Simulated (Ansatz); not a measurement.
Predict the output of the script below (Ansatz 0.2.0, Python API).

Script `run_hull.py`:
```python
"""Stability of Na-Pt compounds against each other, after relaxing atoms and volume at fixed cell shape."""

from collections import Counter
import warnings

import ansatz as az
from ase import Atoms
import numpy as np
from scipy.spatial import ConvexHull


def compute(name, crystal):
    calc = (
        crystal.calculation()
        .functional("r2scan")
        .scf(tolerance=1e-06, max_iterations=80, algorithm="density_mixing")
        .basis(550)
        .kpoints(spacing=0.39)  # the mesh must be finer for metals
        .occupations("cold", width=0.1)  # the run then minimises F = E - TS
    )
    calc = calc.relax(force_tolerance=0.03, fix_cell=["shape"])
    return calc.run()


def counts(outcome):
    return Counter(site.symbol for site in outcome.lattice.sites)

def formation_energy(outcome, mu):
    n = counts(outcome)
    return (outcome.report["energy_sigma0_ev"] - sum(k * mu[element] for element, k in n.items())) / sum(n.values())

warnings.simplefilter("ignore", az.DeckWarning)

phases = {}
napt2_fd_3m = (
    az.Lattice.of((0.0, 3.741, 3.741), (3.741, 0.0, 3.741), (3.741, 3.741, 0.0))
    .atom("Na", (0.75, 0.75, 0.75))
    .atom("Na", (0.5, 0.5, 0.5))
    .atom("Pt", (0.125, 0.125, 0.125))
    .atom("Pt", (0.625, 0.125, 0.125))
    .atom("Pt", (0.125, 0.125, 0.625))
    .atom("Pt", (0.125, 0.625, 0.125))
)
phases["NaPt2 Fd-3m"] = napt2_fd_3m
atoms = Atoms(
    ["Na", "Pt"],
    scaled_positions=[
        (2 / 3, 1 / 3, 0.5),
        (1 / 3, 2 / 3, 0.0),
    ],
    cell=[
        (2.850969, 0.0, 0.0),
        (-1.425485, 2.469012, 0.0),
        (0.0, 0.0, 4.889832),
    ],
    pbc=True,
)
napt_p_6m2 = az.Crystal.from_ase(atoms)
phases["NaPt P-6m2"] = napt_p_6m2
na = (
    az.Lattice.of((-2.141, 2.141, 2.141), (2.141, -2.141, 2.141), (2.141, 2.141, -2.141))
    .atom("Na", (0.0, 0.0, 0.0))
)
phases["Na"] = na
pt = (
    az.Lattice.fcc(3.9218)
    .space_group(225)
    .atom("Pt", (0.0, 0.0, 0.0))
    .primitive()
)
phases["Pt"] = pt

done = {name: compute(name, crystal) for name, crystal in phases.items()}

# energy of one atom in its reference phase
references = {"Na": "Na", "Pt": "Pt"}
mu = {element: done[name].report["energy_sigma0_ev"] / len(done[name].lattice.sites) for element, name in references.items()}
points = sorted((counts(o)["Pt"] / len(o.lattice.sites), formation_energy(o, mu), name) for name, o in done.items())

xy = np.array([(x, e) for x, e, _ in points] + [(0.5, 10.0)])
hull = sorted(tuple(xy[i]) for i in ConvexHull(xy).vertices if xy[i, 1] < 5)
rows = [(name, x, e, e - np.interp(x, *zip(*hull))) for x, e, name in points]
print("     phase       x(Pt)  E_form (eV/atom)  above hull (eV/atom)")
for row in rows:
    print(f"{str(row[0]):>10}  {row[1]:10.3f}  {row[2]:16.4f}  {row[3]:20.4f}")
print("on the hull of these phases:", ", ".join(row[0] for row in rows if row[3] < 1e-6))
```

```console
$ python run_hull.py
     phase       x(Pt)  E_form (eV/atom)  above hull (eV/atom)
        Na       0.000            0.0000                0.0000
NaPt P-6m2       0.500           -0.2252                0.0795
NaPt2 Fd-3m       0.667           -0.4063                0.0000
        Pt       1.000            0.0000                0.0000
on the hull of these phases: Na, NaPt2 Fd-3m, Pt
```

Notes:
- The settings weren't tested for convergence.
- For the metals among these phases the mesh is modest: differences between phases can be off by up to 40 meV an atom.
- The program warned that this SCF threshold is loose for forces or stresses.
- Atoms and volume are relaxed with the cell's shape held, which in cells of lower than cubic symmetry can hide stresses and shift volumes.
- Spin-orbit coupling, which matters for elements this heavy, is left out.
- The cells come from databases of deposited and of computed structures, and not all need be stable phases.
- Differences under about 40 meV an atom lie within the error of mesh and functional, so such verdicts may flip; only the cells listed enter the hull.
- The script silences the warnings on its input, which a real study should read.
- It ran for 55 s on 1 thread of Arm Neoverse V1, on a shared host, peak memory 0.88 GiB.
